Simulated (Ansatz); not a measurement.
## BGeH₆N, SMILES B[NH][GeH3]: a ladder of methods at one geometry, step by step

With Ansatz's Python interface.

Interactive session:
```pycon
>>> import ansatz
>>> BASIS = "def2-SVP"
>>> bgeh6n = (
...     ansatz.Crystal.molecule()
...     .atom("B", (-0.7064, 0.5335, -1.177))
...     .atom("N", (-0.6467, 0.6336, 0.3269))
...     .atom("Ge", (0.5108, -0.7058, 0.8305))
...     .atom("H", (-1.1665, -0.3527, -1.716))
...     .atom("H", (-0.3993, 1.4861, -1.8663))
...     .atom("H", (-0.1924, 1.5626, 0.57))
...     .atom("H", (1.9412, -0.4855, 0.158))
...     .atom("H", (0.0111, -2.0735, 0.4326))
...     .atom("H", (0.7368, -0.6445, 2.4242))
... )
>>> model = bgeh6n.calculation().basis(gaussian=BASIS)
>>> methods = ["mp2", "ccsd", "ccsd_t"]
>>> batch = ansatz.Session.batch([model.correlation(m).input() for m in methods])
>>> reports = sorted(batch.plan().execute().molecular_reports, key=lambda each: each["member"])

>>> print(f"Hartree-Fock reference {reports[0]['reference_energy_ev'] / 27.211386246:.6f} Ha")
Hartree-Fock reference -2157.664891 Ha
>>> best = reports[-1]["free_energy_ev"] - reports[-1]["reference_energy_ev"]
>>> for method, each in zip(methods, reports):
...     gained = each["free_energy_ev"] - each["reference_energy_ev"]
...     print(f"{method:8s} total {each['free_energy_ev'] / 27.211386246:.6f} Ha  correlation {gained:9.4f} eV  ({100 * gained / best:.1f} % of the last)")
...
mp2      total -2158.163625 Ha  correlation  -13.5712 eV  (91.1 % of the last)
ccsd     total -2158.196548 Ha  correlation  -14.4671 eV  (97.2 % of the last)
ccsd_t   total -2158.212098 Ha  correlation  -14.8903 eV  (100.0 % of the last)
```

Caveats:
- Total energies depend on the basis set; only differences at equal settings carry meaning.
- The geometry is a force-field or estimated start, not a minimum of this method, and the basis set is short of its limit. A lower total doesn't mark the better method: functionals have no common bound, and MP2 and coupled cluster aren't variational.
- Inner cores stay frozen; a filled d shell under the valence of the heavier atoms is correlated with it.

(Lines on the test bed's own set-up are left out of the output.)
